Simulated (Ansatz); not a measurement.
# BiPt: response to strain

BiPt is deformed so: equal xx and yy strain of +1 %. What stress and forces result, by LAPW, PAW and all-electron datasets made for the crystal?

Method: DFT LDA, scalar-relativistic, in Ansatz 0.2.0.

**1. The system as given**

Symmetry: P6_3/mmc, No. 194, hexagonal system. The conventional cell has a = 4.315 Å, b = 4.315 Å, c = 5.490 Å, α = 90.00°, β = 90.00°, γ = 120.00°. Bi (site symmetry -6m2) has 6 Pt at 2.84 Å in its first shell of neighbours. Pt (site symmetry -3m) is surrounded by 2 Pt at 2.75 Å and 6 Bi at 2.84 Å.

Coordinates:

```xyz
4
Lattice="4.3150 0.0000 0.0000 -2.1575 3.7369 0.0000 0.0000 0.0000 5.4900" Properties=species:S:1:pos:R:3 pbc="T T T"
Bi    0.0000    2.4913    1.3725
Bi    2.1575    1.2456    4.1175
Pt    0.0000    0.0000    0.0000
Pt    0.0000    0.0000    2.7450
```

Atoms are numbered in the order of the input: Bi1, Bi2, Pt3, Pt4.

**2. After the deformation**

Space group P6_3/mmc before, P6_3/mmc after.

**3. Full-potential LAPW**

File input.yaml:

```yaml
crystal:
  lattice:
    - [4.3581501674, 0.0, 0.0]
    - [-2.1790750837, 3.7742687584, 0.0]
    - [0.0, 0.0, 5.49]
  atoms:
    - { symbol: Bi, position: [0.3333333333, 0.6666666667, 0.25] }
    - { symbol: Bi, position: [0.6666666667, 0.3333333333, 0.75] }
    - { symbol: Pt, position: [0.0, 0.0, 0.0] }
    - { symbol: Pt, position: [0.0, 0.0, 0.5] }
kpoints:
  mp_grid: { grid: [9, 9, 6] }
  band_path:
    path:
      - [0.0, 0.0, 0.0]
      - [0.5, 0.0, 0.0]
      - [0.3333333333, 0.3333333333, 0.0]
      - [0.0, 0.0, 0.0]
      - [0.0, 0.0, 0.5]
      - [0.5, 0.0, 0.5]
      - [0.3333333333, 0.3333333333, 0.5]
      - [0.0, 0.0, 0.5]
      - [0.5, 0.0, 0.5]
    npoints: 5
scf:
  occupations: { method: fermi_dirac, width: 0.05 }
hamiltonian:
  xc: lda
  pseudopotentials: { kind: all_electron, lapw: { basis_error: 0.0005 } }
output:
  forces: true
  stress: true
  eigenvalues: true
```

Started as:

```
$ ansatz run input.yaml --threads 1 --pin off --max-ram 4096MiB --backend cpu --events-out ev --progress --plain --runs-dir out
```

**4. PAW on the default files**

File input.yaml:

```yaml
crystal:
  lattice:
    - [4.3581501674, 0.0, 0.0]
    - [-2.1790750837, 3.7742687584, 0.0]
    - [0.0, 0.0, 5.49]
  atoms:
    - { symbol: Bi, position: [0.3333333333, 0.6666666667, 0.25] }
    - { symbol: Bi, position: [0.6666666667, 0.3333333333, 0.75] }
    - { symbol: Pt, position: [0.0, 0.0, 0.0] }
    - { symbol: Pt, position: [0.0, 0.0, 0.5] }
kpoints:
  mp_grid: { grid: [9, 9, 6] }
scf:
  occupations: { method: fermi_dirac, width: 0.05 }
hamiltonian:
  xc: lda
  pseudopotentials: { kind: paw }
output:
  forces: true
  stress: true
  eigenvalues: true
  efg: { contact_densities: true }
  write_density: true
  write_potential: true
  elf: true
  volumetric_format: npy
```

**5. Datasets made for this crystal**

input.yaml, as its differences from that of step 4:

```diff
@@ -16,3 +16,3 @@
   xc: lda
-  pseudopotentials: { kind: paw }
+  pseudopotentials: { kind: all_electron, datasets: crystal }
 output:
@@ -22,5 +22 @@
   efg: { contact_densities: true }
-  write_density: true
-  write_potential: true
-  elf: true
-  volumetric_format: npy
```

(Steps that only read results are left out.)

**Question.** What will these runs give? Wanted: pressure; largest shear or deviatoric stress.

The runs gave:

| quantity | value |
| --- | --- |
| pressure | LAPW -2.58, PAW -2.60, crystal datasets -2.58 GPa |
| largest shear or deviatoric stress (LAPW) | 0.30 GPa |

What this shows: The largest part of the stress beyond the pressure is 0.30 GPa in size, in the zz component; the atoms are carried along and not relaxed. No run of the undeformed cell stands beside it, so pressure and stress hold what the given cell had before the change, as far as its symmetry allows. PAW: stress within 0.03 GPa of LAPW. Crystal datasets: stress within 0.01 GPa of LAPW. Spin-orbit coupling is left out, though the cell holds Bi; in elements this heavy it can shift bands and gaps by tenths of an eV.
